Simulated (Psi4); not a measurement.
# GaHF (SMILES [F][GaH]) at 6 levels

We compute a comparison of 6 runs (U-r2SCAN/3-21G, UB3LYP/6-31G*, UPBE0/def2-SVP, UTPSS/def2-SVPD, USCAN-D3(0)/cc-pVTZ, USCS-MP2/cc-pVDZ) of GaHF. 

The calculation is run with Psi4 1.11.

4 further runs of the same task are left out: 3 for a known fault of the program, 1 that didn't finish.

## 1. The system as given

GaHF: 3 atoms, total charge 0, spin state doublet. SMILES: `[F][GaH]`. The coordinates come from a PBE0-D4/def2-TZVP relaxation.

Bond lengths: F1–Ga2 1.767 Å, Ga2–H3 1.610 Å. Angles: F1–Ga2–H3 114.1°.

## 2. Energy and gradient at U-r2SCAN/3-21G (run 1)

Contents of job.inp:

```
memory 1.6 GB

molecule {
  0 2
  F     -1.252000     0.451400    -0.644800
  Ga     0.292400     0.469800     0.214100
  H      0.948600    -0.985900     0.417400
  units angstrom
  symmetry c1
}

set {
  basis                3-21G
  reference            uks
  puream               true
  e_convergence        1e-09
  d_convergence        1e-08
  scf_type             pk
  dft_radial_points    99
  dft_spherical_points 590
  maxiter              200
}

E, wfn = gradient("r2scan", return_wfn=True)
oeprop(wfn, "LOWDIN_CHARGES", "WIBERG_LOWDIN_INDICES", "MAYER_INDICES")
print_variables()
```

Run with:

```console
$ psi4 -n 1 job.inp job.out
```

job.out:

```text
[...]
  Running in c1 symmetry.
[...]
  Nuclear repulsion =   95.413137232115915
[...]
  Multiplicity = 2
[...]
  Nalpha       = 21
  Nbeta        = 20
[...]
    Number of basis functions: 33
[...]
   @UKS iter   1: -2014.76182693124110   -3.31559e+00   2.12002e-02 ADIIS/DIIS
[...]
   @UKS iter  12: -2015.14264047878009    1.36424e-12   2.78293e-09 DIIS
[...]
   @S^2 Observed:                7.545159423E-01
[...]
    Orbital Energies [Eh]
    ---------------------
    Alpha Occupied:
       1A   -369.528489     2A    -45.461356     3A    -40.106725
       4A    -40.105780     5A    -40.105460     6A    -24.314585
       7A     -5.358352     8A     -3.607214     9A     -3.601828
      10A     -3.600580    11A     -1.064424    12A     -0.618141
      13A     -0.617419    14A     -0.610822    15A     -0.609754
      16A     -0.607575    17A     -0.409808    18A     -0.333194
      19A     -0.308592    20A     -0.302312    21A     -0.190292
    Alpha Virtual:
      22A     -0.077312    23A      0.026965    24A      0.092261
      25A      0.134337    26A      0.187731    27A      0.201306
[...]
  @UKS Final Energy: -2015.14264047878009
   => Energetics <=
    Nuclear Repulsion Energy =             95.4131372321159148
    One-Electron Energy =               -3005.1543720564641262
    Two-Electron Energy =                 980.3761851449453388
    DFT Exchange-Correlation Energy =     -85.7775907993770375
    Empirical Dispersion Energy =           0.0000000000000000
    VV10 Nonlocal Energy =                  0.0000000000000000
    Total Energy =                      -2015.1426404787800948
[...]
 Multipole Moments:
 ------------------------------------------------------------------------------------
     Multipole            Electronic (a.u.)      Nuclear  (a.u.)        Total (a.u.)
 ------------------------------------------------------------------------------------
 L = 1.  Multiply by 2.5417464519 to convert [e a0] to [Debye]
 Dipole X            :          0.7194477           -0.1252330            0.5942146
 Dipole Y            :          1.5528916           -1.4880002            0.0648913
 Dipole Z            :          0.0000000            0.0000000            0.0000000
 Magnitude           :                                                    0.5977474
[...]
  -Total Gradient:
     Atom            X                  Y                   Z
    ------   -----------------  -----------------  -----------------
       1       -0.035181278673    -0.001538930254     0.000000000000
       2        0.036395025289     0.002115520987     0.000000000000
       3       -0.001175008020    -0.000483157241    -0.000000000000
[...]
```

Wall time 9 s (1 thread of Intel Xeon Platinum 8488C (Sapphire Rapids), shared host); peak memory 0.53 GiB.

## 3. A single-point energy at UB3LYP/6-31G(d) (spherical functions) (run 2)

Contents of job.json:

```json
{
  "schema_name": "qcschema_input",
  "schema_version": 1,
  "molecule": {
    "schema_name": "qcschema_molecule",
    "schema_version": 2,
    "symbols": ["F", "Ga", "H"],
    "geometry": [-2.36593711, 0.85302237, -1.21849541, 0.55255592, 0.88779333, 0.40459036, 1.7925942, -1.86308099, 0.78877168],
    "molecular_charge": 0,
    "molecular_multiplicity": 2,
    "fix_symmetry": "c1"
  },
  "driver": "energy",
  "model": {
    "method": "b3lyp",
    "basis": "6-31G*"
  },
  "keywords": {
    "reference": "uks",
    "puream": true,
    "e_convergence": 1e-09,
    "d_convergence": 1e-08,
    "scf_type": "pk",
    "dft_radial_points": 99,
    "dft_spherical_points": 590,
    "maxiter": 200,
    "scf_properties": ["WIBERG_LOWDIN_INDICES", "DIPOLE", "MULLIKEN_CHARGES"]
  }
}
```

Run with:

```console
$ psi4 --qcschema job.json -n 1 --memory 1600MB
```

stdout:

```text
[...]
  Running in c1 symmetry.
[...]
  Nuclear repulsion =   95.413137190110845
[...]
  Multiplicity = 2
[...]
  Nalpha       = 21
  Nbeta        = 20
[...]
    Number of basis functions: 48
[...]
   @UKS iter   1: -2023.30131347541737   -1.94918e+00   6.04023e-02 DIIS/ADIIS
[...]
   @UKS iter  13: -2025.05702071402357    0.00000e+00   4.66257e-09 DIIS
[...]
   @S^2 Observed:                7.546009378E-01
[...]
  @UKS Final Energy: -2025.05702071402357
   => Energetics <=
    Nuclear Repulsion Energy =             95.4131371901108452
    One-Electron Energy =               -3013.3062030379264797
    Two-Electron Energy =                 961.9933969725154839
    DFT Exchange-Correlation Energy =     -69.1573518387235850
    Empirical Dispersion Energy =           0.0000000000000000
    VV10 Nonlocal Energy =                  0.0000000000000000
    Total Energy =                      -2025.0570207140237926
[...]
 Multipole Moments:
 ------------------------------------------------------------------------------------
     Multipole            Electronic (a.u.)      Nuclear  (a.u.)        Total (a.u.)
 ------------------------------------------------------------------------------------
 L = 1.  Multiply by 2.5417464519 to convert [e a0] to [Debye]
 Dipole X            :          0.8992647           -0.1252330            0.7740317
 Dipole Y            :          1.5088781           -1.4880002            0.0208778
 Dipole Z            :         -0.0000000            0.0000000           -0.0000000
 Magnitude           :                                                    0.7743132
[...]
  Mulliken Charges: (a.u.)
   Center  Symbol    Alpha    Beta     Spin     Total
       1     F     4.74178  4.67318  0.06860 -0.41496
       2    GA    15.63869 14.99307  0.64562  0.36824
       3     H     0.61953  0.33375  0.28577  0.04672
   Total alpha = 21.00000, Total beta = 20.00000, Total charge = -0.00000
  Wiberg Bond Indices using Orthogonal Lowdin Orbitals:
  Total Bond Index:
  Irrep: 1 Size: 3 x 3
[...]
```

The result, in JSON:

```text
{
 "driver": "energy",
 "model": {
  "method": "b3lyp",
  "basis": "6-31G*"
 },
 "success": true,
 "return_result": -2025.0570207140236,
 "properties": {
  "calcinfo_nbasis": 48,
  "calcinfo_nmo": 48,
  "calcinfo_nalpha": 21,
  "calcinfo_nbeta": 20,
  "calcinfo_natom": 3,
  "nuclear_repulsion_energy": 95.41313719011085,
  "return_energy": -2025.0570207140236,
  "scf_one_electron_energy": -3013.3062030379265,
  "scf_two_electron_energy": 961.9933969725155,
  "scf_xc_energy": -69.15735183872359,
  "scf_dipole_moment": [0.7740316550841682, 0.020877821293273868, -6.854072361163195e-12],
  "scf_total_energy": -2025.0570207140236,
  "scf_iterations": 13
 }
}
```

Wall time 6.3 s (1 thread of Intel Xeon Platinum 8488C (Sapphire Rapids), shared host); peak memory 0.42 GiB.

Runs 3 to 5 aren't shown in full; the table further down has their settings and results.

## 4. The energy at USCS-MP2/cc-pVDZ (DKH2, density fitting) (run 6)

Contents of fgah.json:

```json
{
  "schema_name": "qcschema_input",
  "schema_version": 1,
  "molecule": {
    "schema_name": "qcschema_molecule",
    "schema_version": 2,
    "symbols": ["F", "Ga", "H"],
    "geometry": [-2.36593711, 0.85302237, -1.21849541, 0.55255592, 0.88779333, 0.40459036, 1.7925942, -1.86308099, 0.78877168],
    "molecular_charge": 0,
    "molecular_multiplicity": 2
  },
  "driver": "energy",
  "model": {
    "method": "scs-mp2",
    "basis": "cc-pVDZ"
  },
  "keywords": {
    "reference": "uhf",
    "mp2_type": "df",
    "orbital_optimizer_package": "ooo",
    "relativistic": "dkh",
    "dkh_order": 2
  }
}
```

Run with:

```console
$ psi4 --qcschema fgah.json -n 1 --memory 1600MB
```

stdout:

```text
[...]
  Running in cs symmetry.
[...]
  Nuclear repulsion =   95.413137190110845
[...]
  Multiplicity = 2
[...]
  Nalpha       = 21
  Nbeta        = 20
[...]
    Number of basis functions: 46
[...]
   @UHF iter   1: -2037.17562025324287   -2.03718e+03   2.40508e-02 ADIIS+DIIS
[...]
   @UHF iter  15: -2037.60374289615356    0.00000e+00   7.80454e-09 Converged
[...]
   @S^2 Observed:                7.639725785E-01
[...]
    Orbital Energies [Eh]
    ---------------------
    Alpha Occupied:
       1Ap  -382.829019     2Ap   -49.310961     1App  -43.076812
       3Ap   -43.075930     4Ap   -43.074537     5Ap   -26.259383
       6Ap    -6.617629     2App   -4.617947     7Ap    -4.615160
       8Ap    -4.611468     9Ap    -1.512772    10Ap    -1.247741
       3App   -1.246633     4App   -1.243952    11Ap    -1.242018
      12Ap    -1.236911    13Ap    -0.654332    14Ap    -0.591348
       5App   -0.577944    15Ap    -0.528771    16Ap    -0.342143
    Alpha Virtual:
       6App    0.029837    17Ap     0.121837    18Ap     0.170038
      19Ap     0.279477    20Ap     0.336693     7App    0.354412
[...]
  @UHF Final Energy: -2037.60374289615265
   => Energetics <=
    Nuclear Repulsion Energy =             95.4131371901108452
    One-Electron Energy =               -3029.5012960956219104
    Two-Electron Energy =                 896.4844160093583696
    Total Energy =                      -2037.6037428961526530
  UHF NO Occupations:
  HONO-2 :   14 Ap 1.9996439
  HONO-1 :   15 Ap 1.9935866
[...]
 Multipole Moments:
 ------------------------------------------------------------------------------------
     Multipole            Electronic (a.u.)      Nuclear  (a.u.)        Total (a.u.)
 ------------------------------------------------------------------------------------
 L = 1.  Multiply by 2.5417464519 to convert [e a0] to [Debye]
 Dipole X            :          1.1449595           -0.1252330            1.0197264
 Dipole Y            :          1.6516469           -1.4880002            0.1636467
 Dipole Z            :          0.0000000            0.0000000            0.0000000
 Magnitude           :                                                    1.0327741
[...]
	SCS-MP2 Total Energy (a.u.)        : -2037.86127366106621
	SOS-MP2 Total Energy (a.u.)        : -2037.83784511083195
	SCSN-MP2 Total Energy (a.u.)       : -2037.72744564138975
[...]
	SOS-PI-MP2 Total Energy (a.u.)     : -2037.87686214661176
[...]
	MP2 Total Energy (a.u.)            : -2037.86911372575491
[...]
```

The result, in JSON:

```text
{
 "driver": "energy",
 "model": {
  "method": "scs-mp2",
  "basis": "cc-pVDZ"
 },
 "success": true,
 "return_result": -2037.8612736610662,
 "properties": {
  "calcinfo_nbasis": 46,
  "calcinfo_nmo": 46,
  "calcinfo_nalpha": 21,
  "calcinfo_nbeta": 20,
  "calcinfo_natom": 3,
  "nuclear_repulsion_energy": 95.41313719011085,
  "return_energy": -2037.8612736610662,
  "scf_one_electron_energy": -3029.501296095622,
  "scf_two_electron_energy": 896.4844160093584,
  "scf_dipole_moment": [1.01972644502166, 0.16364669474272464, 0.0],
  "scf_total_energy": -2037.6037428961527,
  "scf_iterations": 15,
  "mp2_same_spin_correlation_energy": -0.07028565070290907,
  "mp2_opposite_spin_correlation_energy": -0.19508517889943056,
  "mp2_singles_energy": 0.0,
  "mp2_doubles_energy": -0.26537082960233965,
  "mp2_correlation_energy": -0.26537082960226144,
  "mp2_total_energy": -2037.869113725755
 }
}
```

Wall time 5.7 s (1 thread of Intel Xeon Platinum 8488C (Sapphire Rapids), shared host); peak memory 0.4 GiB.

## 5. All runs side by side

```
run                                                             level      task  integrals   energy (Eh)  dipole moment (D)  HOMO energy (eV)  LUMO energy (eV)  wall time
  1                                                    U-r2SCAN/3-21G  gradient         pk  -2015.142640               1.52             -5.18             -3.28        9 s
  2                               UB3LYP/6-31G* (spherical functions)    energy         pk  -2025.057021               1.97             -6.15             -3.46      6.3 s
  3                                                    UPBE0/def2-SVP    energy         pk  -2024.613039               2.08             -6.40             -3.05        6 s
  4                                                   UTPSS/def2-SVPD  gradient         pk  -2024.979530               2.18             -5.59             -3.99       20 s
  5  USCAN-D3(0)/cc-pVTZ (density fitting, IEF-PCM dimethylsulfoxide)    energy         df  -2025.579090               2.61             -5.39             -3.21       15 s
  6                          USCS-MP2/cc-pVDZ (DKH2, density fitting)    energy         df  -2037.861274                  –             -9.31              0.47      5.7 s
```

## 6. Results

| quantity | value |
| --- | --- |
| run 6: total energy | -2037.86127 Eh |
| run 6: HOMO energy (Hartree–Fock orbitals) (highest over α and β) | -9.31 eV |
| run 6: LUMO energy (Hartree–Fock orbitals) (lowest over α and β) | 0.47 eV |
| run 6: correlation energy | -257.5 mEh |
| run 6: ⟨S²⟩ of the reference determinant | 0.764 |

**Reading.** Over runs 1, 2, 3, 4, 5 the dipole moment (its size) runs from 1.52 D (U-r2SCAN/3-21G) to 2.61 D (USCAN-D3(0)/cc-pVTZ). The two ends differ in method and basis and solvent. Totals of different functionals can't be ranked against each other. Some runs of one species differ in core potentials or relativity; totals across that change don't compare. All runs together took 62 s, the longest 20 s.
